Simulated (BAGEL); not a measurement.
# GaBr (SMILES [Ga][Br]) at NEVPT2(10,8)/6-31G(d) (density fitting with cc-pvqz-jkfit, spherical functions)

Aim: the energy change on altering one bond length of GaBr at NEVPT2(10,8)/6-31G* (density fitting with cc-pvqz-jkfit, spherical functions), from 2 runs. 

Program for the calculation: BAGEL 1.2.2.

2 further runs of the same task are left out: 2 set aside as unsound or not needed. Runs told in other sessions of the task aren't counted.

### 1 The structure to begin with

GaBr has 2 atoms, charge 0, and is taken as a singlet. SMILES: `[Ga][Br]`. The shape comes from GFN2-xTB, which is rough for such elements, and wasn't checked as a minimum.

Bond lengths: Ga1–Br2 2.402 Å.

### 2 The energy at NEVPT2(10,8)/6-31G(d) (density fitting with cc-pvqz-jkfit, spherical functions)

input.json reads:

```json
{ "bagel": [

{
  "title": "molecule",
  "basis": "6-31gs.json",
  "df_basis": "cc-pvqz-jkfit",
  "angstrom": "true",
  "geometry": [
    { "atom": "Ga", "xyz": [    0.000000,    0.000000,    0.000000 ] },
    { "atom": "Br", "xyz": [    0.000000,    0.000000,    2.401950 ] }
  ]
},
{
  "title": "hf"
},
{
  "title": "nevpt2",
  "nstate": 1,
  "nact": 8,
  "nclosed": 28,
  "maxiter": 200,
  "natocc": "true",
  "ncore": 18
},
{
  "title": "print",
  "file": "orbitals.molden",
  "orbitals": "true"
}

]}
```

The basis set 6-31G* is read from a file made from the Basis Set Exchange's data (not shown).

The run is started by

```console
$ BAGEL_NUM_THREADS=1 BAGEL input.json > input.out
```

Output:

```text
* using 1 threads per process

  ===============================================================
  ===============================================================

  *** Geometry ***

  { "atom" : "Ga", "xyz" : [      0.000000,      0.000000,      0.000000 ] },
  { "atom" : "Br", "xyz" : [      0.000000,      0.000000,      4.539028 ] },

  Number of auxiliary basis functions:      436

  Since a DF basis is specified, we compute 2- and 3-index integrals:
    o Being stored without compression. Storage requirement is 0.014 GB

  Number of basis functions:       64
  Number of electrons      :       66

    * METHOD: MOLECULE                             0.35

  *** RHF ***

  === Nuclear Repulsion ===
   239.0379789658

      * DIIS with orbital gradients will be used.

  === RHF iteration (6-31gs.json) ===
      0      -4495.08423246          0.00903650           0.09
      1      -4495.13321230          0.00578306           0.08
      2      -4495.14397386          0.00072762           0.08
      3      -4495.14467428          0.00030080           0.08
      4      -4495.14480575          0.00012847           0.08
      5      -4495.14481840          0.00003268           0.08
      6      -4495.14481998          0.00001316           0.08
      7      -4495.14482029          0.00000194           0.08
      8      -4495.14482029          0.00000075           0.08
      9      -4495.14482029          0.00000022           0.08
     10      -4495.14482029          0.00000005           0.08
     11      -4495.14482029          0.00000002           0.09
     12      -4495.14482029          0.00000000           0.08
    * SCF iteration converged.

    * Permanent dipole moment:
           (    0.000000,    -0.000000,     1.148565) a.u.

    * METHOD: HF                                   1.40

    * freezing 18 orbitals
  ---------------------------
      CASSCF calculation
  ---------------------------

    * nstate   :      1
    * nclosed  :     28
    * nact     :      8
    * nvirt    :     28
  === CASSCF iteration (6-31gs.json) ===

    * Using the second-order algorithm

      0  0     -4495.15748400     1.09e-03      0.08

      1  0     -4495.17910661     7.31e-04      0.47

      2  0     -4495.18293074     2.20e-04      0.48

      3  0     -4495.18340516     1.27e-04      0.49

      4  0     -4495.18361453     8.27e-05      0.46

      5  0     -4495.18371470     5.80e-05      0.49

      6  0     -4495.18376398     4.25e-05      0.47

      7  0     -4495.18378808     3.12e-05      0.49

      8  0     -4495.18379969     2.27e-05      0.50

      9  0     -4495.18380521     1.62e-05      0.50

     10  0     -4495.18380780     1.14e-05      0.55

     11  0     -4495.18380900     7.98e-06      0.47

     12  0     -4495.18380956     5.51e-06      0.49

     13  0     -4495.18380981     3.78e-06      0.47

     14  0     -4495.18380993     2.58e-06      0.47

     15  0     -4495.18380998     1.75e-06      0.47

     16  0     -4495.18381001     1.19e-06      0.48

     17  0     -4495.18381002     8.05e-07      0.46

     18  0     -4495.18381003     5.44e-07      0.48

     19  0     -4495.18381003     3.68e-07      0.47

     20  0     -4495.18381003     2.49e-07      0.47

     21  0     -4495.18381003     1.68e-07      0.46

     22  0     -4495.18381003     1.13e-07      0.46

     23  0     -4495.18381003     7.64e-08      0.46

     24  0     -4495.18381003     5.16e-08      0.45

     25  0     -4495.18381003     3.48e-08      0.44

     26  0     -4495.18381003     2.35e-08      0.42

     27  0     -4495.18381003     1.58e-08      0.43

     28  0     -4495.18381003     1.07e-08      0.43

     29  0     -4495.18381003     7.21e-09      0.44

    * Second-order optimization converged. *

     guess   0:   closed 11111...             open ........

  === FCI iteration ===

      0  0     -4495.14397951     3.19e-03      0.00
      1  0     -4495.18120294     1.04e-03      0.00
      2  0     -4495.18350804     3.69e-04      0.00
      3  0     -4495.18379469     8.11e-05      0.00
      4  0     -4495.18380833     2.78e-05      0.00
      5  0     -4495.18380988     8.59e-06      0.00
      6  0     -4495.18381002     2.02e-06      0.00
      7  0     -4495.18381003     3.91e-07      0.00
      8  0     -4495.18381003     7.44e-08      0.00
      9  0     -4495.18381003     1.70e-08      0.00
     10  0     -4495.18381003     4.10e-09      0.00
     11  0     -4495.18381003     9.50e-10      0.00
     12  0     -4495.18381003     2.42e-10      0.00
     13  0 *   -4495.18381003     6.36e-11      0.00

     * ci vector, state   0, <S^2> = -0.0000
       22222...    -0.9708932453
       2222.2..     0.1463970460
       2222..2.     0.1463970460
       222.2..2     0.0719566727

  === DF-NEVPT2 calculation ===

    * 3-index integral transformation done
    * assembly done

      NEVPT2 correlation energy:   -0.4319610871      0.12

          (+0)     -0.2993526801
          (+0)'    -0.0042677207
          (+1)     -0.0045125342
          (+1)'    -0.0017019679
          (+2)     -0.0004007274
          (-1)     -0.0121408636
          (-1)'    -0.0359421769
          (-2)     -0.0736424163

      NEVPT2 total energy:       -4495.6157711169

    * METHOD: NEVPT2                              26.15

    * METHOD: PRINT                                0.02

  ===============================================================
```

Wall time 28 s (1 thread of Arm Neoverse N1, shared host); peak memory 0.52 GiB.

### 3 The distorted shape

nevpt2.json reads:

```json
{ "bagel" : [

{
  "title" : "molecule",
  "basis" : "6-31gs.json",
  "df_basis" : "cc-pvqz-jkfit",
  "angstrom" : true,
  "geometry" : [
    { "atom" : "Ga", "xyz" : [    0.000000,    0.000000,   -0.360250 ] },
    { "atom" : "Br", "xyz" : [    0.000000,    0.000000,    2.401950 ] }
  ]
},
{ "title" : "hf" },
{ "title" : "nevpt2", "nstate" : 1, "nact" : 8, "nclosed" : 28, "maxiter" : 200, "natocc" : true, "ncore" : 18 },
{ "title" : "print", "file" : "orbitals.molden", "orbitals" : true }

]}
```

The basis set 6-31G* is read from a file made from the Basis Set Exchange's data (not shown).

The run is started by

```console
$ BAGEL_NUM_THREADS=1 BAGEL nevpt2.json > nevpt2.out
```

Output:

```text
* using 1 threads per process

  ===============================================================
  ===============================================================

  *** Geometry ***

  { "atom" : "Ga", "xyz" : [      0.000000,      0.000000,     -0.680774 ] },
  { "atom" : "Br", "xyz" : [      0.000000,      0.000000,      4.539028 ] },

  Number of auxiliary basis functions:      436

  Since a DF basis is specified, we compute 2- and 3-index integrals:
    o Being stored without compression. Storage requirement is 0.014 GB

  Number of basis functions:       64
  Number of electrons      :       66

    * METHOD: MOLECULE                             0.35

  *** RHF ***

  === Nuclear Repulsion ===
   207.8623103240

      * DIIS with orbital gradients will be used.

  === RHF iteration (6-31gs.json) ===
      0      -4495.06069680          0.00918569           0.09
      1      -4495.11805878          0.00615942           0.08
      2      -4495.13052715          0.00070289           0.08
      3      -4495.13127938          0.00031340           0.08
      4      -4495.13142188          0.00013698           0.08
      5      -4495.13143778          0.00004155           0.08
      6      -4495.13144063          0.00001649           0.09
      7      -4495.13144120          0.00000212           0.09
      8      -4495.13144120          0.00000050           0.08
      9      -4495.13144120          0.00000021           0.09
     10      -4495.13144120          0.00000006           0.09
     11      -4495.13144120          0.00000001           0.08
     12      -4495.13144120          0.00000000           0.08
    * SCF iteration converged.

    * Permanent dipole moment:
           (    0.000000,     0.000000,     2.324153) a.u.

    * METHOD: HF                                   1.40

    * freezing 18 orbitals
  ---------------------------
      CASSCF calculation
  ---------------------------

    * nstate   :      1
    * nclosed  :     28
    * nact     :      8
    * nvirt    :     28
  === CASSCF iteration (6-31gs.json) ===

    * Using the second-order algorithm

      0  0     -4495.14646141     1.29e-03      0.08

      1  0     -4495.16772093     9.01e-04      0.46

      2  0     -4495.16973451     1.73e-04      0.48

      3  0     -4495.16997896     9.16e-05      0.45

      4  0     -4495.17004499     5.08e-05      0.45

      5  0     -4495.17006178     2.93e-05      0.47

      6  0     -4495.17006699     1.73e-05      0.49

      7  0     -4495.17006891     1.04e-05      0.45

      8  0     -4495.17006968     6.47e-06      0.46

      9  0     -4495.17007000     4.09e-06      0.45

     10  0     -4495.17007014     2.62e-06      0.46

     11  0     -4495.17007020     1.70e-06      0.44

     12  0     -4495.17007022     1.10e-06      0.45

     13  0     -4495.17007023     7.21e-07      0.45

     14  0     -4495.17007024     4.72e-07      0.46

     15  0     -4495.17007024     3.09e-07      0.45

     16  0     -4495.17007024     2.03e-07      0.47

     17  0     -4495.17007024     1.33e-07      0.45

     18  0     -4495.17007024     8.73e-08      0.46

     19  0     -4495.17007024     5.72e-08      0.44

     20  0     -4495.17007024     3.76e-08      0.43

     21  0     -4495.17007024     2.47e-08      0.42

     22  0     -4495.17007024     1.62e-08      0.43

     23  0     -4495.17007024     1.06e-08      0.42

     24  0     -4495.17007024     6.97e-09      0.43

    * Second-order optimization converged. *

     guess   0:   closed 11111...             open ........

  === FCI iteration ===

      0  0     -4495.13023078     3.03e-03      0.00
      1  0     -4495.16672705     1.08e-03      0.00
      2  0     -4495.16952524     4.30e-04      0.00
      3  0     -4495.17003112     1.25e-04      0.00
      4  0     -4495.17006399     4.58e-05      0.00
      5  0     -4495.17006946     1.67e-05      0.00
      6  0     -4495.17007019     4.96e-06      0.00
      7  0     -4495.17007024     1.30e-06      0.00
      8  0     -4495.17007024     2.85e-07      0.00
      9  0     -4495.17007024     6.74e-08      0.00
     10  0     -4495.17007024     1.60e-08      0.00
     11  0     -4495.17007024     3.48e-09      0.00
     12  0     -4495.17007024     8.37e-10      0.00
     13  0     -4495.17007024     2.58e-10      0.00
     14  0 *   -4495.17007024     7.79e-11      0.00

     * ci vector, state   0, <S^2> = 0.0000
       22222...    -0.9699602182
       2222.2..     0.1413823865
       2222..2.     0.1413823865
       222.2..2     0.0875494190

  === DF-NEVPT2 calculation ===

    * 3-index integral transformation done
    * assembly done

      NEVPT2 correlation energy:   -0.4296688068      0.12

          (+0)     -0.2954049215
          (+0)'    -0.0042141166
          (+1)     -0.0020356808
          (+1)'    -0.0019657977
          (+2)     -0.0004013409
          (-1)     -0.0195743560
          (-1)'    -0.0309107554
          (-2)     -0.0751618379

      NEVPT2 total energy:       -4495.5997390489

    * METHOD: NEVPT2                              23.35

    * METHOD: PRINT                                0.01

  ===============================================================
```

Wall time 26 s (1 thread of Arm Neoverse N1, shared host); peak memory 0.53 GiB.

### 4 Summary of results

Level: NEVPT2(10,8)/6-31G* (density fitting with cc-pvqz-jkfit, spherical functions), 18 core orbitals frozen.

| quantity | value |
| --- | --- |
| first shape: total energy | -4495.61577 Eh |
| distorted shape: total energy | -4495.59974 Eh |
| energy change with the Ga1–Br2 bond stretched from 2.402 to 2.762 Å | 0.436 eV |

What this shows: With the Ga1–Br2 bond stretched from 2.402 to 2.762 Å the energy rises by 0.44 eV (10.1 kcal/mol). The first shape isn't relaxed at this level, so the change isn't measured from a minimum.
